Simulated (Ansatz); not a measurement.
# SnBrCl3: a closer look at a trial structure

This session takes a relaxed cell of SnBrCl3 and sets out to repeat the electronic structure at other levels of theory.

Computed with Ansatz 0.2.0 (DFT PBE, scalar-relativistic, plane waves, PAW, unless a step names another level, unless a step's input says otherwise).

3 further runs of the same task are left out: 2 that didn't finish, 1 set aside as unsound or not needed.

## 1. The structure to begin with

Symmetry: P4mm, No. 99, tetragonal system. The conventional cell has a = 4.876 Å, b = 4.876 Å, c = 8.071 Å, α = 90.00°, β = 90.00°, γ = 90.00°. Sn (site symmetry 4mm) is surrounded by 4 Cl at 2.71 Å. Around Br (site symmetry 4mm) lie 1 Cl at 2.18 Å. Cl (site symmetry 2mm) is surrounded by 2 Sn at 2.71 Å. Cl (site symmetry 4mm) has 1 Br at 2.18 Å as nearest neighbours.

As a file:

```
CELL_PARAMETERS angstrom
4.87582 0.00000 0.00000
0.00000 4.87582 0.00000
0.00000 0.00000 8.07146
ATOMIC_POSITIONS crystal
Sn 0.50000 0.50000 0.43804
Br 0.00000 0.00000 0.92899
Cl 0.50000 0.00000 0.29104
Cl 0.00000 0.50000 0.29104
Cl 0.00000 0.00000 0.65909
```

The cell was relaxed beforehand at this level, from a database cell with other species swapped in; it is a trial structure. At a tolerance of 0.02 Å it has space group P4mm (No. 99); it has 38.38 Å³/atom, an uncorrected energy of -0.55 eV/atom over the elements and, on its mesh, gap 1.65 eV.

## 2. Level of theory: r2SCAN

The input, input.yaml:

```yaml
crystal:
  lattice:
    - [4.8758190962, 0.0, 0.0]
    - [0.0, 4.8758190962, 0.0]
    - [0.0, 0.0, 8.0714576669]
  atoms:
    - { symbol: Sn, position: [0.5, 0.5, 0.4380366292] }
    - { symbol: Br, position: [0.0, 0.0, 0.9289942184] }
    - { symbol: Cl, position: [0.5, 0.0, 0.2910411098] }
    - { symbol: Cl, position: [0.0, 0.5, 0.2910411098] }
    - { symbol: Cl, position: [0.0, 0.0, 0.6590889527] }
basis:
  ecutwfc: 500
kpoints:
  mp_grid: { grid: [6, 6, 4] }
  band_path:
    path:
      - [[0.0, 0.0, 0.0], [0.0, 0.5, 0.0], [0.5, 0.5, 0.0], [0.0, 0.0, 0.0], [0.0, 0.0, 0.5], [0.0, 0.5, 0.5], [0.5, 0.5, 0.5], [0.0, 0.0, 0.5]]
      - [[0.0, 0.5, 0.0], [0.0, 0.5, 0.5]]
      - [[0.5, 0.5, 0.0], [0.5, 0.5, 0.5]]
    npoints: 14
hamiltonian:
  xc: r2scan
scf:
  occupations: { method: gaussian, width: 0.02 }
  n_extra_bands: 12
output:
  forces: true
  stress: true
  eigenvalues: true
  populations: true
  dos: { projected: true, de: 0.02, nscf_kmesh: { grid: [9, 9, 6] } }
  bader: true
  write_density: true
  write_potential: true
  elf: true
  volumetric_format: npy
```

Command:

```sh
ansatz run input.yaml --threads 1 --pin off --max-ram 2560MiB --backend cpu --events-out ev --progress --plain --runs-dir out
```

## 3. Seeking the band edges over the whole zone (r2SCAN)

The input, input.yaml:

```yaml
crystal:
  lattice:
    - [4.8758190962, 0.0, 0.0]
    - [0.0, 4.8758190962, 0.0]
    - [0.0, 0.0, 8.0714576669]
  atoms:
    - { symbol: Sn, position: [0.5, 0.5, 0.4380366292] }
    - { symbol: Br, position: [0.0, 0.0, 0.9289942184] }
    - { symbol: Cl, position: [0.5, 0.0, 0.2910411098] }
    - { symbol: Cl, position: [0.0, 0.5, 0.2910411098] }
    - { symbol: Cl, position: [0.0, 0.0, 0.6590889527] }
basis:
  ecutwfc: 500
kpoints:
  mp_grid: { grid: [6, 6, 4] }
  band_path: { path: [VBM, CBM], npoints: 2 }
hamiltonian:
  xc: r2scan
scf:
  occupations: { method: gaussian, width: 0.02 }
output:
  forces: false
  stress: false
  eigenvalues: true
checkpoint:
  read: start.run
  write: ck
  compress: false
  write_wavefunctions: false
  write_every: 100000
```

## 4. Eigenvalues a small step from each edge (r2SCAN)

Changes to input.yaml since step 3:

```diff
@@ -15,3 +15,2 @@
   mp_grid: { grid: [6, 6, 4] }
-  band_path: { path: [VBM, CBM], npoints: 2 }
 hamiltonian:
@@ -24,2 +23,35 @@
   eigenvalues: true
+  eigenstates:
+    kpoints:
+      - [0.0, 0.5, 0.5]
+      - [0.015520214, 0.5, 0.5]
+      - [-0.015520214, 0.5, 0.5]
+      - [0.0, 0.515520214, 0.5]
+      - [0.0, 0.484479786, 0.5]
+      - [0.0, 0.5, 0.525692248]
+      - [0.0, 0.5, 0.474307752]
+      - [0.010974449, 0.510974449, 0.5]
+      - [-0.010974449, 0.489025551, 0.5]
+      - [0.010974449, 0.5, 0.518167163]
+      - [-0.010974449, 0.5, 0.481832837]
+      - [0.0, 0.510974449, 0.518167163]
+      - [0.0, 0.489025551, 0.481832837]
+      - [0.0089606, 0.5089606, 0.514833426]
+      - [-0.0089606, 0.4910394, 0.485166574]
+      - [0.0, 0.0, 0.5]
+      - [0.015520214, 0.0, 0.5]
+      - [-0.015520214, 0.0, 0.5]
+      - [0.0, 0.015520214, 0.5]
+      - [0.0, -0.015520214, 0.5]
+      - [0.0, 0.0, 0.525692248]
+      - [0.0, 0.0, 0.474307752]
+      - [0.010974449, 0.010974449, 0.5]
+      - [-0.010974449, -0.010974449, 0.5]
+      - [0.010974449, 0.0, 0.518167163]
+      - [-0.010974449, 0.0, 0.481832837]
+      - [0.0, 0.010974449, 0.518167163]
+      - [0.0, -0.010974449, 0.481832837]
+      - [0.0089606, 0.0089606, 0.514833426]
+      - [-0.0089606, -0.0089606, 0.485166574]
+    e_range: [-3.401053, 3.401053]
 checkpoint:
```

## 5. Level of theory: HSE06

The input, input.yaml:

```yaml
crystal:
  lattice:
    - [4.8758190962, 0.0, 0.0]
    - [0.0, 4.8758190962, 0.0]
    - [0.0, 0.0, 8.0714576669]
  atoms:
    - { symbol: Sn, position: [0.5, 0.5, 0.4380366292] }
    - { symbol: Br, position: [0.0, 0.0, 0.9289942184] }
    - { symbol: Cl, position: [0.5, 0.0, 0.2910411098] }
    - { symbol: Cl, position: [0.0, 0.5, 0.2910411098] }
    - { symbol: Cl, position: [0.0, 0.0, 0.6590889527] }
basis:
  ecutwfc: 420
kpoints:
  mp_grid: { grid: [4, 4, 2] }
  band_path:
    path:
      - [[0.0, 0.0, 0.0], [0.0, 0.5, 0.0], [0.5, 0.5, 0.0], [0.0, 0.0, 0.0], [0.0, 0.0, 0.5], [0.0, 0.5, 0.5], [0.5, 0.5, 0.5], [0.0, 0.0, 0.5]]
      - [[0.0, 0.5, 0.0], [0.0, 0.5, 0.5]]
      - [[0.5, 0.5, 0.0], [0.5, 0.5, 0.5]]
    npoints: 4
hamiltonian:
  xc: hse06
scf:
  occupations: { method: gaussian, width: 0.02 }
output:
  forces: true
  stress: true
  eigenvalues: true
  populations: true
  dos: { projected: true, de: 0.02 }
  bader: false
  write_density: true
  write_potential: true
  elf: true
  volumetric_format: npy
```

(Steps that only read results are left out.)

**Question.** What will these runs give? Wanted: gap; Bader charges; gap over the zone; valence top, conduction bottom; hole masses; electron masses (for each run or level that gives them).

The runs gave:

| quantity | value |
| --- | --- |
| gap (r2SCAN) | 1.90 eV, indirect on the path |
| Bader charges (r2SCAN) | Sn +1.32, Br +0.19, Cl -0.65 to -0.21 e |
| gap over the zone (r2SCAN) | 1.90 eV, indirect |
| valence top, conduction bottom (fractional k) (r2SCAN) | (0.000, 0.500, 0.500), (0.000, 0.000, 0.500) |
| hole masses (r2SCAN) | 1.05 to 3.43 m0 along the directions sampled |
| electron masses (r2SCAN) | 0.82 to 1.61 m0 along the directions sampled |
| gap (HSE06) | 2.71 eV, indirect on the path |

What this shows: The gap runs from 1.65 eV with PBE to 2.71 eV with HSE06. Exact exchange in HSE06 widens it by 1.06 eV. At this fixed cell r2SCAN gives -0.9 GPa, so it would relax to a smaller volume. HSE06 cost 6 times the CPU time of PBE on a shared host.
